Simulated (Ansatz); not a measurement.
# GeNH₂+ (quintet): wave-function methods side by side, cc-pVDZ

One table from this session's results is given with a row withheld; the runs are named, their logs left out.

Computed with Ansatz 0.2.0, Gaussian basis. Level: cc-pVDZ, core rule «outside noble gas», up to 15 orbitals frozen.

To be run: UHF; CCSD(T) on ROHF; CCSD(T) on UHF; BCCD(T) on ROHF; CISD; CCSDT(Q) on ROHF; CCSDT(Q) on UHF; CASSCF and MRCISD+Q, 10 electrons in 10 orbitals; CASSCF and NEVPT2, 10 electrons in 10 orbitals.

23 further runs of the same task are left out: 2 for a known fault of the program, 9 that didn't finish, 12 set aside as unsound or not needed.

## The geometry

The geometry is a PBE0/def2-TZVP stationary point (not a proven minimum) of the parent state, kept for this charge and spin. No spin-orbit coupling is included. The filled d shell of Ge may be among the frozen orbitals whatever the setting's name suggests; the logs give the count.

4 atoms, charge 1, spin multiplicity 5.

Atoms are counted from 1 here; the program's logs count them from 0.

Bond lengths: Ge1–N2 1.931 Å, Ge1–H3 1.558 Å, N2–H4 1.027 Å. Angles: N2–Ge1–H3 110.8°, Ge1–N2–H4 110.3°.

The first run:

Contents of in.yaml:

```yaml
crystal:
  periodic: [false, false, false]
  atoms:
    - {symbol: Ge, position_ang: [0.002496, 0.044611, 0.321966]}
    - {symbol: N, position_ang: [-0.074202, -0.171566, -1.595492]}
    - {symbol: H, position_ang: [0.284433, -1.318092, 1.022012]}
    - {symbol: H, position_ang: [0.566824, 0.487213, -2.053874]}
basis:
  gaussian: {orbitals: cc-pVDZ}
total_charge: 1
magnetization: {spin_polarized: true, initial_magnetization: 4}
hamiltonian: {xc: hf}
output: {orbitals: {seedname: orbitals}}
```

The run is started by

```console
ansatz run in.yaml --threads 1 --pin off --events-out ev --progress --plain --max-ram 2393MiB
```

Steps of the session up to this table: UHF; CCSD(T) on ROHF; CCSD(T) on UHF; BCCD(T) on ROHF; CISD; CCSDT(Q) on ROHF; CCSDT(Q) on UHF; CASSCF and MRCISD+Q, 10 electrons in 10 orbitals; CASSCF and NEVPT2, 10 electrons in 10 orbitals.

One table of the session follows, with a row left open; its other results are not shown here.

| method | from UCCSDT(Q) (meV) |
| --- | --- |
| ROHF | +5320.2 |
| UHF | +5083.9 |
| RMP2 | +1076.2 |
| UMP2 | +1043.1 |
| RCCSD | +153.0 |
| UCCSD | +134.6 |
| RCCSD(T) | +46.3 |
| UCCSD(T) | +31.3 |
| BCCD(T) | +45.2 |
| RCCSDT | +20.1 |
| UCCSDT | ? |
| RCCSDT(Q) | +14.9 |
| UCCSDT(Q) | 0 |
| CASSCF valence | +3582.0 |
| NEVPT2 valence | +848.8 |
| MRCISD valence | +238.3 |
| MRCISD+Q valence | +63.7 |

Estimate the missing values for UCCSDT.

As computed: from UCCSDT(Q) (meV): +5.3. In the column «from UCCSDT(Q) (meV)» it lies between UCCSDT(Q) (0) and RCCSDT(Q) (+14.9).

Among the levels timed on like hardware and quicker than the yardstick, those that no quicker one beats, quickest first: UCCSD(T) (5.5 s, +31.3 meV).

Not comparable, so not listed: CISD (they don't share determinant, frozen orbitals or solution with the rows shown, or repeat one).

Limits of these values: Of the multireference levels listed MRCISD+Q valence comes nearest in total energy (+63.7 meV), which doesn't show that its space is the better one. Restricted and unrestricted rows rest on different reference determinants; where their highest levels disagree by more than a few hundredths of an eV, they describe different states and don't form one ladder.
